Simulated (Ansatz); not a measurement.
# SiH₃F with WF₆: structure and interaction energy

Aim: relax the pair, then compute its interaction energy with counterpoise at many levels, up to CCSD(T).

Program: Ansatz 0.2.0, Gaussian basis. Level of theory: PBE0-D4 structure, single points in def2-TZVPPD. These are calculated values, not measurements.

Levels: PBE-D4, revPBE-D4, BLYP-D4, r2SCAN-D4, B97M-V, PBE0-D4, B3LYP-D4, HSE06-D4, wB97X-V, wB97M-V, B2PLYP, Hartree-Fock, MP2, CCSD, CCSD(T). The reference is CCSD(T) extrapolated to the basis limit. For elements past Ar these valence bases correlate outer-core shells poorly, so that limit is rough.

Cores are frozen in the correlated methods. Core potentials replace the inner electrons past krypton, and spin-orbit coupling is left out. B3LYP uses VWN-RPA correlation. B2PLYP carries no dispersion term here.

6 further runs of the same task are left out: 6 set aside as unsound or not needed.

## 1. The system as given

The pair, from a GFN2-xTB docking trial: 12 atoms, charge 0, spin multiplicity 1.

Atoms are counted from 1 here; the program's logs count them from 0.

Bond lengths: Si1–F2 1.696 Å, Si1–H3 1.460 Å, Si1–H4 1.459 Å, Si1–H5 1.458 Å, F2–W7 2.235 Å, F6–W7 1.879 Å, W7–F8 1.865 Å, W7–F9 1.898 Å, W7–F10 1.876 Å, W7–F11 1.880 Å, W7–F12 1.872 Å. Angles: F2–Si1–H3 101.9°, F2–Si1–H4 104.1°, F2–Si1–H5 96.1°, H3–Si1–H4 122.0°, H3–Si1–H5 113.6°, H4–Si1–H5 113.9°, Si1–F2–W7 119.1°, F2–W7–F6 70.4°, F2–W7–F8 73.2°, F2–W7–F9 77.4°, F2–W7–F10 144.6°, F2–W7–F11 70.8°, F2–W7–F12 137.9°, F6–W7–F8 96.9°, F6–W7–F9 77.5°, F6–W7–F10 130.9°, F6–W7–F11 140.1°, F6–W7–F12 80.3° and more.

Coordinates:

```mol
F7H3SiW
  3D, bonds by distance, orders not assigned

 12 11  0  0  0  0  0  0  0  0999 V2000
   -0.3081    0.0590   -2.0561 Si  0  0
    0.5836   -0.6501   -0.7993 F   0  0
    0.1980    1.4280   -2.0493 H   0  0
   -1.6947   -0.2543   -1.7291 H   0  0
    0.2476   -0.7624   -3.1243 H   0  0
    1.4674    1.1217    0.5376 F   0  0
    0.1851   -0.0168    1.3069 W   0  0
    1.2617   -1.5372    1.3953 F   0  0
   -0.8832    1.1890    0.3036 F   0  0
   -1.1573    0.3218    2.5730 F   0  0
   -1.0709   -1.3233    0.8062 F   0  0
    1.1708    0.4247    2.8356 F   0  0
  1  2  8  0
  1  3  8  0
  1  4  8  0
  1  5  8  0
  2  7  8  0
  6  7  8  0
  7  8  8  0
  7  9  8  0
  7 10  8  0
  7 11  8  0
  7 12  8  0
M  END
```

Atoms 1 to 5 are fragment A (SiH₃F), the rest fragment B (WF₆).

## 2. A first relaxation in a small basis

The input, pre/in.yaml:

```yaml
crystal:
  periodic: [false, false, false]
  atoms:
    - {symbol: Si, position_ang: [-0.308100, 0.059000, -2.056100]}
    - {symbol: F, position_ang: [0.583600, -0.650100, -0.799300]}
    - {symbol: H, position_ang: [0.198000, 1.428000, -2.049300]}
    - {symbol: H, position_ang: [-1.694700, -0.254300, -1.729100]}
    - {symbol: H, position_ang: [0.247600, -0.762400, -3.124300]}
    - {symbol: F, position_ang: [1.467400, 1.121700, 0.537600]}
    - {symbol: W, position_ang: [0.185100, -0.016800, 1.306900]}
    - {symbol: F, position_ang: [1.261700, -1.537200, 1.395300]}
    - {symbol: F, position_ang: [-0.883200, 1.189000, 0.303600]}
    - {symbol: F, position_ang: [-1.157300, 0.321800, 2.573000]}
    - {symbol: F, position_ang: [-1.070900, -1.323300, 0.806200]}
    - {symbol: F, position_ang: [1.170800, 0.424700, 2.835600]}
basis:
  gaussian: {orbitals: def2-SVP}
hamiltonian: {xc: pbe, dispersion: d4}
relax: {f_tol: 0.03, max_steps: 250}
```

No record of the launch command was kept for these runs.

The runs that follow: Relaxation at PBE0-D4; CCSD(T)/def2-TZVPPD; MP2/def2-QZVPPD; Vibrations of the pair.

**Question.** What will these runs give? Wanted: interaction energy, CCSD(T)/CBS; of it Hartree-Fock; D4 term of PBE0-D4; shortest contact; lowest wavenumber.

As calculated:

| quantity | value |
| --- | --- |
| interaction energy, CCSD(T)/CBS | -83 meV |
| of it Hartree-Fock (basis limit) | +2 meV |
| D4 term of PBE0-D4 | -63 meV |
| shortest contact | F2–F9 2.99 Å |
| lowest wavenumber | 5i cm⁻¹ |

The pair is bound by 83 meV at fixed fragment shapes. Hartree-Fock doesn't bind it at this geometry, so correlation, mostly dispersion, holds it together. wB97M-V is the best functional here (0 meV from CCSD(T)/CBS); B2PLYP is the worst (+53 meV). HSE06-D4 is as near within the digits shown. Mean unsigned error by rung: GGA 4, meta-GGA 5, hybrid 7, screened hybrid 0, range-separated hybrid 2, double hybrid 53 meV. PBE-D4 gives an interaction energy 2 meV too low, an error of 2 % of the reference. CCSD(T) moves by -9 meV from triple zeta to the limit; gaps between functionals far smaller than that don't rank them. A lower arrangement may exist.
